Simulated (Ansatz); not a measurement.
# Sc3Te: from a guess to a relaxed structure

Where does this trial cell of Sc3Te go when cell and atoms are let free, and does the end survive a random kick?

Method: DFT PBE, scalar-relativistic, plane waves, PAW, in Ansatz 0.2.0.

## 1. The starting structure

The structure is hexagonal, space group P6_3/mmc (No. 194). Conventional cell: a = 6.362 Å, b = 6.362 Å, c = 5.104 Å, α = 90.00°, β = 90.00°, γ = 120.00°. Around Sc (site symmetry mm2) lie 4 Te at 3.14 to 3.18 Å and 8 Sc at 3.15 to 3.19 Å. Around Te (site symmetry -6m2) lie 12 Sc at 3.14 to 3.18 Å.

Coordinates:

```cif
data_structure
_symmetry_space_group_name_H-M 'P6_3/mmc'
_symmetry_Int_Tables_number 194
_cell_length_a 6.3617
_cell_length_b 6.3617
_cell_length_c 5.1044
_cell_angle_alpha 90.000
_cell_angle_beta 90.000
_cell_angle_gamma 120.000
_cell_volume 178.90
loop_
_atom_site_label
_atom_site_type_symbol
_atom_site_symmetry_multiplicity
_atom_site_Wyckoff_symbol
_atom_site_fract_x
_atom_site_fract_y
_atom_site_fract_z
_atom_site_occupancy
Sc1 Sc 6 h 0.33429 0.16715 0.75000 1
Te1 Te 2 d 0.66667 0.33333 0.25000 1
```

The start is a polymorph listed in a database, not an invented cell.

## 2. A first look at the guess

input.yaml reads:

```yaml
crystal:
  lattice:
    - [6.36169998, 0.0, 0.0]
    - [-3.18084999, 5.5093938, 0.0]
    - [0.0, 0.0, 5.10436296]
  atoms:
    - { symbol: Sc, position: [0.33429301, 0.1671465, 0.75] }
    - { symbol: Sc, position: [0.8328535, 0.1671465, 0.75] }
    - { symbol: Sc, position: [0.8328535, 0.66570699, 0.75] }
    - { symbol: Sc, position: [0.66570699, 0.8328535, 0.25] }
    - { symbol: Sc, position: [0.1671465, 0.8328535, 0.25] }
    - { symbol: Sc, position: [0.1671465, 0.33429301, 0.25] }
    - { symbol: Te, position: [0.66666667, 0.33333333, 0.25] }
    - { symbol: Te, position: [0.33333333, 0.66666667, 0.75] }
basis:
  ecutwfc: 420
kpoints:
  mp_grid: { grid: [3, 3, 4] }
hamiltonian:
  xc: pbe
scf:
  occupations: { method: gaussian, width: 0.1 }
  lower_state_search: "off"
output:
  forces: true
  stress: true
  eigenvalues: true
```

Command:

```bash
$ ansatz run input.yaml --threads 1 --pin off --max-ram 2560MiB --backend cpu --events-out ev --progress --plain --runs-dir out
```

Further runs follow: spin check on a coarse mesh; relaxation on the finer mesh; reference for the kick test; random kick, then relaxation.

Q: Predict the outcome of this session. Wanted: conventional cell; volume; energy over the elements; gap on the mesh.

As calculated:

| quantity | value |
| --- | --- |
| symmetry at the end (tolerance 0.05 Å) | space group P6_3/mmc (No. 194) |
| conventional cell | a = 6.368 Å, b = 6.368 Å, c = 5.107 Å, α = 90.00°, β = 90.00°, γ = 120.00° |
| volume | 22.41 Å³/atom |
| energy over the elements | -0.42 eV/atom |
| gap on the mesh | none (metal) |

The space group P6_3/mmc (No. 194) is kept, at nearly the size of the first guess. A negative formation energy is needed for stability but isn't enough; other structures and compounds were not set against it here. It survived the kick, though modes of other wave vectors, which need another repeat, weren't probed. Spin-orbit coupling is left out for Te. Other magnetic orders were not searched.
